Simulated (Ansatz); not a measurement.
Born–Oppenheimer molecular dynamics of a periodic cell of 28 atoms, AlZn2SbH12O12 (host AlZn2SbH12O12, host structure P-3). It goes on from the last frame of an earlier run, with new velocities.

Computed with DFT PBEsol, scalar-relativistic, plane waves, PAW in Ansatz. Settings: accuracy low, cutoff 420 eV, k mesh 2x2x1, fermi-dirac smearing 0.05 eV, no spin polarisation.

```json
{"ensemble": "NVT, Nosé–Hoover chain", "time step": "0.75 fs", "steps asked": "150", "set temperature": "2400 K", "starting velocities": "zero", "thermostat": "time constant 100 fs, chain length 1", "seed": "440065"}
```

First frame:

```xyz
28
Lattice="5.5641 0.0000 0.0000 -2.7820 4.8186 0.0000 0.0000 0.0000 10.0993" Properties=species:S:1:pos:R:3
Al 0.104 -0.032 -0.006
Zn 2.722 1.522 9.469
Zn -0.061 2.937 0.121
Sb -0.020 0.151 4.831
H 0.586 4.088 5.794
H 2.147 0.821 3.958
H 0.745 1.971 6.160
H 1.958 2.967 3.456
H -0.808 3.308 5.674
H 4.120 1.513 3.304
H 1.780 3.359 7.642
H 1.304 1.112 1.916
H -0.222 1.603 7.538
H 3.595 3.236 1.912
H -1.169 4.113 7.521
H 3.792 0.069 1.885
O 1.774 3.216 8.640
O 1.169 1.437 0.926
O -0.669 1.652 8.534
O 3.542 3.204 0.857
O -1.047 4.484 8.430
O 3.922 -0.177 0.915
O 1.363 3.695 5.901
O 1.266 1.183 3.646
O -0.164 1.653 5.983
O 2.988 3.145 3.535
O -1.163 4.097 6.075
O 3.812 0.557 3.404
```

Q: What does the run give?

A: The run went to its last step.

```
steps done                                               : 150
time covered                                             : 112.5 fs
mean temperature over the second half                    : 1243 K
spread of the potential energy over the second half      : 24.2 meV per atom
mean potential energy of the second half above the start : -95.6 meV per atom
```

The conserved energy stayed within 1.9 meV per atom of its start (net change -0.85 meV per atom), so there is no drift, though single steps change it by up to 24 meV in the whole system, a sign of fast motions only just resolved. The mean temperature of the second half is 48 % below the set value. A run of 0.11 ps of so small a system gives no equilibrium averages. Limits of this set-up: coarse k mesh, low accuracy level.

Q: What happens to the structure?

A: Mean squared displacements from the first frame to the last, about the centre of mass: Al 0.10 Å², Zn 0.10 Å², Sb 0.01 Å², H 0.66 Å², O 0.28 Å². Another seed would give other details.

Q: How do temperature and energy run in time?

A: 
```tsv
time (fs)	T (K)	potential energy less start (eV)	conserved less start (meV/atom)
0.0	0	0.000	0.00
3.8	322	-1.148	-0.97
7.5	822	-2.892	-1.18
11.2	1192	-4.150	-0.58
15.0	1530	-5.291	-0.54
18.8	1786	-6.151	-1.04
22.5	1706	-5.824	-1.24
26.2	1240	-4.139	-0.97
30.0	819	-2.632	-1.00
33.8	701	-2.200	-1.42
37.5	792	-2.473	-1.03
41.2	1121	-3.562	-0.95
45.0	1498	-4.784	-0.66
48.8	1641	-5.178	-0.78
52.5	1698	-5.277	-1.33
56.2	1452	-4.305	-1.27
60.0	1082	-2.894	-0.55
63.8	904	-2.204	-1.01
67.5	714	-1.469	-0.95
71.2	713	-1.390	-0.62
75.0	1056	-2.503	-0.80
78.8	1261	-3.101	-1.11
82.5	1289	-3.049	-0.96
86.2	1398	-3.290	-1.53
90.0	1383	-3.061	-0.98
93.8	1422	-3.006	-0.41
97.5	1531	-3.184	-0.40
101.2	1502	-2.883	-0.57
105.0	1478	-2.597	-0.50
108.8	1358	-1.960	-0.05
112.5	1437	-2.051	-0.85
```

Time of the run: 13 min on 1 thread of Arm Neoverse V1, with other jobs on the host, peak memory 0.63 GiB.
